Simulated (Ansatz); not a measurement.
# AlFHSe radical (SMILES [F][Al][SeH]): one structure at several levels

The task here is to estimate one member of a computed series from the others.

Method: single points in def2-TZVPP; program: Ansatz 0.2.0, Gaussian basis.

Cores are frozen in the correlated methods. Filled d shells of the heavier atoms are correlated. Orbitals are unrestricted.

### Starting geometry

SMILES `[F][Al][SeH]`, 4 atoms, charge 0, spin multiplicity 2.

Atoms are counted from 1 here; the program's logs count them from 0.

Bond lengths: F1–Al2 1.754 Å, Al2–Se3 2.293 Å, Se3–H4 1.570 Å. Angles: F1–Al2–Se3 129.9°, Al2–Se3–H4 88.3°.

Coordinates:

```xyz
4
charge 0, multiplicity 2
F    -2.02750   -0.05840    1.01130
Al   -0.36470    0.44390    0.76680
Se    1.35710   -0.63510   -0.29600
H     1.29600    0.46690   -1.41230
```

The first run:

Input file run/in.yaml:

```yaml
crystal:
  periodic: [false, false, false]
  atoms:
    - {symbol: F, position_ang: [-2.027500, -0.058400, 1.011300]}
    - {symbol: Al, position_ang: [-0.364700, 0.443900, 0.766800]}
    - {symbol: Se, position_ang: [1.357100, -0.635100, -0.296000]}
    - {symbol: H, position_ang: [1.296000, 0.466900, -1.412300]}
basis:
  gaussian: {orbitals: def2-TZVPP}
magnetization: {spin_polarized: true, initial_magnetization: 1}
correlation: {method: ccsd_t}
scf: {omitted_lower_state_checks: [cluster_reference]}
output: {forces: true}
```

No record of the launch command was kept for these runs.

Steps of the session up to this table: CCSD(T)/def2-TZVPP; PBE0-D4/def2-TZVPP; wB97M-V/def2-TZVPP; r2SCAN-D4/def2-TZVPP; PBE-D4/def2-TZVPP; wB97X-V/def2-TZVPP; r2SCANh-D4/def2-TZVPP.

One of the session's tables, all rows but one given; the rest of the session is left out.

```
    method  RMS force component (eV/Å)  angle to CCSD(T) forces (°)  dipole (D)
   CCSD(T)                       1.211                    reference        1.80
   PBE0-D4                       1.181                          0.4        1.91
   wB97M-V                       1.170                          3.1        1.92
 r2SCAN-D4                       1.165                          0.6        1.82
    PBE-D4                       1.013                          7.6        1.84
   wB97X-V                           ?                            ?           ?
r2SCANh-D4                       1.212                          1.7        1.85
```

**Question.** Estimate the row for wB97X-V.

As computed: RMS force component (eV/Å): 1.183; angle to CCSD(T) forces (°): 3.5; dipole (D): 1.82. In the column «RMS force component (eV/Å)» it lies between PBE0-D4 (1.181) and CCSD(T) (1.211).
